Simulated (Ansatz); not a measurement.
# BSiNH2ClF (SMILES F[Si]1(Cl)BN1): PBE0/cc-pVDZ

Aim: the vertical singlet–triplet gap of BSiNH2ClF at PBE0/cc-pVDZ, from 2 runs. 

The calculation is run with Ansatz 0.2.0.

139 further runs of the same task are left out: 139 set aside as unsound or not needed.

## Step 1: Starting point

BSiNH2ClF: 7 atoms, total charge 0, spin state singlet. SMILES: `F[Si]1(Cl)BN1`. The coordinates come from a PBE0-D4/def2-TZVP relaxation.

Bond lengths: F1–Si2 1.589 Å, Si2–Cl3 2.036 Å, Si2–B4 1.896 Å, Si2–N5 1.717 Å, B4–N5 1.402 Å, B4–H6 1.186 Å, N5–H7 1.011 Å. Some angles: F1–Si2–Cl3 104.6°, F1–Si2–B4 126.6°, F1–Si2–N5 115.8°, Cl3–Si2–B4 128.7°, Cl3–Si2–N5 116.7°, B4–Si2–N5 45.3°, Si2–B4–N5 60.6°, Si2–N5–B4 74.1°, Si2–B4–H6 164.3°, N5–B4–H6 135.1°.

## Step 2: A single-point energy at PBE0/cc-pVDZ

Input file input.yaml:

```yaml
crystal:
  periodic: [false, false, false]
  atoms:
    - symbol: F
      position_ang: [-0.412200, -2.179200, -0.210300]
    - symbol: Si
      position_ang: [-0.003600, -0.782500, 0.428000]
    - symbol: Cl
      position_ang: [1.448800, -1.240300, 1.779600]
    - symbol: B
      position_ang: [-0.771300, 0.907300, 0.039600]
    - symbol: N
      position_ang: [0.347500, 0.475500, -0.686800]
    - symbol: H
      position_ang: [-1.454900, 1.876800, 0.033100]
    - symbol: H
      position_ang: [0.906900, 0.874400, -1.428900]
basis:
  gaussian:
    orbitals: cc-pVDZ
accuracy: high
output:
  orbitals: {seedname: orbitals}
hamiltonian:
  xc: pbe0
```

Started as:

```bash
ansatz run input.yaml --threads 1 --pin off --max-ram 2610MiB --events-out events.jsonl --progress --plain --runs-dir runs
```

Standard output:

```text
Warning: RAYON_NUM_THREADS=1 ignored (pool sized by the plan → 1); use --threads N
Functional definition: PBE0
  name "PBE0"
  parameter a = 0.25
  parameter kappa = 0.804
  parameter beta = 0.06672455060314922
  exchange = (1 - a)*pbe_x(kappa = kappa, mu = beta*pi^2/3) + a*exact_x
  correlation = pbe_c(beta = beta)
1963 factors; integrals over basis functions are off by at most 3.6e-9 eV
mean field evaluation 1: about -25300.4737 eV, gradient 5.4e1 eV
mean field evaluation 2: about -25292.3030 eV, gradient 7.9e1 eV
mean field evaluation 4: about -25306.1197 eV, gradient 3.7e0 eV
mean field evaluation 8: about -25306.3430 eV, gradient 4.1e-1 eV
mean field evaluation 16: about -25306.3435 eV, gradient 7.3e-5 eV
mean field -25306.34346919 eV, -929.9909692372 hartree, gradient 3.3e-8 eV, S^2 0.000000; 0 other end points of the search recorded, 0 dependent functions left out
reference -25306.34347159 eV, -929.9909693253 hartree; 27, 27 occupied and 61, 61 virtual orbitals, 1963 factors
Total energy: -25306.34347159 eV, -929.9909693253 hartree
```

It took 11 s on 1 thread of Arm Neoverse V1, shared host; peak memory 0.3 GiB.

## Step 3: The triplet at the same level

Input file run.yaml:

```yaml
crystal:
  periodic: [false, false, false]
  atoms:
    - {symbol: F, position_ang: [-0.412200, -2.179200, -0.210300]}
    - {symbol: Si, position_ang: [-0.003600, -0.782500, 0.428000]}
    - {symbol: Cl, position_ang: [1.448800, -1.240300, 1.779600]}
    - {symbol: B, position_ang: [-0.771300, 0.907300, 0.039600]}
    - {symbol: "N", position_ang: [0.347500, 0.475500, -0.686800]}
    - {symbol: H, position_ang: [-1.454900, 1.876800, 0.033100]}
    - {symbol: H, position_ang: [0.906900, 0.874400, -1.428900]}
basis:
  gaussian: {orbitals: cc-pVDZ}
magnetization: {spin_polarized: true, initial_magnetization: 2}
hamiltonian: {xc: {name: PBE0}}
accuracy: high
output: {orbitals: {seedname: orbitals}}
```

Started as:

```bash
ansatz run run.yaml --threads 1 --pin off --max-ram 2610MiB --events-out events.jsonl --progress --plain --runs-dir runs
```

Standard output (excerpt; [...] marks lines left out):

```text
Warning: RAYON_NUM_THREADS=1 ignored (pool sized by the plan → 1); use --threads N
[... 7 set-up lines as earlier in the session ...]
1963 factors; integrals over basis functions are off by at most 3.6e-9 eV
mean field evaluation 1: about -25293.9079 eV, gradient 4.1e1 eV
mean field evaluation 2: about -25260.0094 eV, gradient 8.1e1 eV
mean field evaluation 4: about -25301.3816 eV, gradient 7.5e0 eV
mean field evaluation 8: about -25301.8114 eV, gradient 9.8e-1 eV
mean field evaluation 16: about -25301.8201 eV, gradient 3.0e-2 eV
mean field evaluation 32: about -25301.8204 eV, gradient 1.5e-5 eV
mean field -25301.82042366 eV, -929.8247503795 hartree, gradient 4.3e-8 eV, S^2 2.005248; 4 other end points of the search recorded, 0 dependent functions left out
reference -25301.82042619 eV, -929.8247504725 hartree; 28, 26 occupied and 60, 62 virtual orbitals, 1963 factors
Total energy: -25301.82042619 eV, -929.8247504725 hartree
```

It took 40 s on 1 thread of Arm Neoverse V1, shared host; peak memory 0.43 GiB.

## Step 4: Summary of results

At PBE0/cc-pVDZ:

```
                                        quantity          value
                           singlet: total energy  -929.99097 Eh
                            singlet: HOMO energy       -7.58 eV
                            singlet: LUMO energy       -0.66 eV
                          singlet: HOMO–LUMO gap        6.92 eV
                           triplet: total energy  -929.82475 Eh
     triplet: HOMO energy (highest over α and β)       -3.19 eV
                                   triplet: ⟨S²⟩          2.005
vertical energy of the triplet above the singlet       4.523 eV
```

At this shape the triplet lies 4.52 eV (436 kJ/mol) above the singlet.
